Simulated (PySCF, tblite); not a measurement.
**C₂H₁₀SSi₄: geometry, infrared bands and NMR shifts**

Wanted: the infrared bands and NMR shifts of C₂H₁₀SSi₄ (`C=C[Si@@H]1[SiH2][SiH2][SiH2]S1`), by calculation.

Computed with tblite 0.8.0 and PySCF 2.14.0, with density-fitted response routines of our own, on a single molecule in the gas phase. Atoms count from 0, in the outputs and in this text.

## Step 1: Starting geometry

17 atoms, charge 0, multiplicity 1; geometry from: force field or distance geometry start.

Bonds of the start (Å): C0–C1 1.35, C1–Si2 1.81, Si2–Si3 2.32, Si3–Si4 2.31, Si4–Si5 2.32, Si5–S6 2.16, S6–Si2 2.16, C0–H7 1.08, C0–H8 1.09, C1–H9 1.08, Si2–H10 1.48, Si3–H11 1.51, Si3–H12 1.48, Si4–H13 1.48, Si4–H14 1.49, Si5–H15 1.47, Si5–H16 1.49.

## Step 2: Geometry optimisation with GFN2-xTB

Job settings and geometry (Å):

```
{"job": {"kind": "relax", "xc": "GFN2-xTB", "basis": "xTB"}, "charge": 0, "multiplicity": 1}
C      3.282200    -0.049900     1.466600
C      2.416800    -0.203600     0.436500
Si     0.666200     0.267800     0.427000
Si    -0.713200    -1.547000     0.011100
Si    -2.503300    -0.504200    -1.002300
Si    -1.761300     1.689100    -1.036500
S      0.392400     1.711400    -1.156800
H      4.317500    -0.352200     1.378000
H      2.984100     0.398400     2.413900
H      2.776700    -0.651100    -0.474200
H      0.263300     0.916700     1.699900
H     -1.128500    -2.249900     1.276000
H     -0.083700    -2.524700    -0.907200
H     -3.754200    -0.658300    -0.224500
H     -2.699800    -1.034700    -2.383200
H     -2.320400     2.443000    -2.171800
H     -2.141700     2.361200     0.237600
```

The run is started by

```sh
$ OMP_NUM_THREADS=1 python probes_run.py task.json out
```

The driver reads the jobs from task.json and runs them one after another.

**Question.** This job is followed by: GFN2-xTB harmonic vibrations, gas phase; GIAO PBE0/pcSseg-1 NMR shielding, non-relativistic, gas phase. Predict these results of the whole session: strongest single infrared mode (GFN2-xTB); zero-point energy (GFN2-xTB); ¹³C shifts against TMS (PBE0/pcSseg-1); ¹H shifts against TMS (PBE0/pcSseg-1); ²⁹Si shifts against TMS (PBE0/pcSseg-1); ³³S shifts against CS2 (PBE0/pcSseg-1); surface potential, 1st and 99th percentile.

**Answer**, as computed:

```
                                 quantity                                                           value
strongest single infrared mode (GFN2-xTB)                                           2199 cm⁻¹, 576 km/mol
             zero-point energy (GFN2-xTB)                                                   63.6 kcal/mol
   ¹³C shifts against TMS (PBE0/pcSseg-1)                                                145.1, 143.2 ppm
    ¹H shifts against TMS (PBE0/pcSseg-1)  6.77, 6.51, 5.97, 5.58, 5.16, 4.90, 3.59, 3.57, 3.56, 3.42 ppm
  ²⁹Si shifts against TMS (PBE0/pcSseg-1)                                 -7.8, -39.8, -114.9, -115.2 ppm
   ³³S shifts against CS2 (PBE0/pcSseg-1)                                                        -267 ppm
    surface potential, 1st and 99th percentile                                              -1.04 V and 1.40 V
```

In words: The optimisation took 202 steps and gained 0.342 eV; among the close pairs (by a distance rule), C1–Si2 changed most, from 1.813 to 1.881 Å. No mode is imaginary among the 45: a minimum at this level. GFN2-xTB is a fitted tight-binding method: band positions and strengths are rough. Its intensities can rank the bands wrongly. C1 (alkene CH) lies farthest downfield among carbon, at 145.1 ppm; the olefinic region. The most deshielded hydrogen is H9 (hydrogen on an alkene CH), at 6.77 ppm: attached to an sp2 carbon and in the plane of the double bond. At PBE0/pcSseg-1, counted by nearest atom on the grid, the HOMO lies on S6 73 %; H10, H16 about 6 % each, the LUMO on Si3, Si4 about 15 % each; H12, H14 about 10 % each.
